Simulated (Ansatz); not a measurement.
# C2H7NOSn: the cost of one run

Method: RKS PBE0-D4/def2-SVP, in Ansatz 0.2.0.

**1. The structure to begin with**

Bond lengths: C1–N2 1.231 Å, N2–Sn3 2.033 Å, Sn3–C4 2.109 Å, Sn3–O5 2.008 Å, C1–H6 1.147 Å, C1–H7 1.099 Å, Sn3–H8 1.742 Å, C4–H9 1.168 Å, C4–H10 1.093 Å, C4–H11 1.049 Å, O5–H12 0.986 Å. Angles (14 of 17 angles, heavy atoms first): C1–N2–Sn3 119.3°, N2–Sn3–C4 112.1°, N2–Sn3–O5 109.4°, C4–Sn3–O5 106.6°, N2–C1–H6 120.4°, N2–C1–H7 124.9°, N2–Sn3–H8 110.8°, C4–Sn3–H8 110.9°, O5–Sn3–H8 106.8°, Sn3–C4–H9 104.4°, Sn3–C4–H10 109.4°, Sn3–C4–H11 112.5°, Sn3–O5–H12 105.5°, H6–C1–H7 114.6°.

Coordinates:

```xyz
12

C    -1.1237    1.5595    1.0782
N    -0.9724    0.4000    1.4640
Sn    0.3886   -0.7892    0.5339
C    -0.0142   -0.9926   -1.5263
O     2.2118    0.0396    0.6815
H    -1.9127    2.2350    1.5644
H    -0.5850    2.0181    0.2366
H     0.4805   -2.3477    1.3065
H    -1.0871   -1.4524   -1.5678
H    -0.0994   -0.0019   -1.9791
H     0.6543   -1.6450   -2.0034
H     2.1364    0.9213    0.2456
```

**2. End point A**

Input file input.yaml:

```yaml
crystal:
  periodic: [false, false, false]
  atoms:
    - { symbol: C, position_ang: [-1.1237, 1.5595, 1.0782] }
    - { symbol: "N", position_ang: [-0.9724, 0.4, 1.464] }
    - { symbol: Sn, position_ang: [0.3886, -0.7892, 0.5339] }
    - { symbol: C, position_ang: [-0.0142, -0.9926, -1.5263] }
    - { symbol: O, position_ang: [2.2118, 0.0396, 0.6815] }
    - { symbol: H, position_ang: [-1.9127, 2.235, 1.5644] }
    - { symbol: H, position_ang: [-0.585, 2.0181, 0.2366] }
    - { symbol: H, position_ang: [0.4805, -2.3477, 1.3065] }
    - { symbol: H, position_ang: [-1.0871, -1.4524, -1.5678] }
    - { symbol: H, position_ang: [-0.0994, -0.0019, -1.9791] }
    - { symbol: H, position_ang: [0.6543, -1.645, -2.0034] }
    - { symbol: H, position_ang: [2.1364, 0.9213, 0.2456] }
basis:
  gaussian: { orbitals: def2-SVP }
hamiltonian:
  xc: pbe0
  dispersion: d4
relax:
  f_tol: 0.02
  max_steps: 50
```

Run with:

```sh
$ ansatz run input.yaml --threads 2 --pin off --max-ram 3072MiB --backend cpu --events-out ev --progress --plain --runs-dir out
```

**Question.** How long does this run take on 2 threads of AMD EPYC 7R13 (Zen 3), shared host, and how much memory does it need?

About 60 s, with a peak of 0.31 GiB.
